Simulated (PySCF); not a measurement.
The system is SAlClBrH, in a box.

```
S Al Cl Br H
1.0
    12.00000    0.00000    0.00000
     0.00000   13.00000    0.00000
     0.00000    0.00000   12.00000
S Al Cl Br H
1 1 1 1 1
Direct
  0.48789 0.62073 0.53719
  0.49831 0.45611 0.51605
  0.60545 0.37357 0.61850
  0.39672 0.37438 0.38716
  0.41222 0.62966 0.45503
```

Base run:

| Quantity | Value |
| --- | --- |
| Program | PySCF 2.14.0 |
| Functional | HSE06 |
| Dispersion | D4 |
| Potentials or basis | 6-31g* (all-electron) |
| k mesh | 1 × 1 × 1 |
| Occupations | fixed |
| Spin | no spin polarisation |

Its results: gap between the frontier levels 6.21 eV.

The run is repeated on the same cell with these changes: functional from HSE06 to r2SCAN. What comes out?

Gap between the frontier levels 5.65 eV.

HSE06 gives the wider gap, since exact exchange removes part of the self-interaction.

Caveats: this is a molecule in a periodic box at the Γ point, so its band gap is the HOMO-LUMO gap; relativity is left out, which matters for the heavier elements; the basis of atomic orbitals isn't converged, which shifts pressures, moduli and gaps; this program's HSE differs a little from the usual definition (some runs).

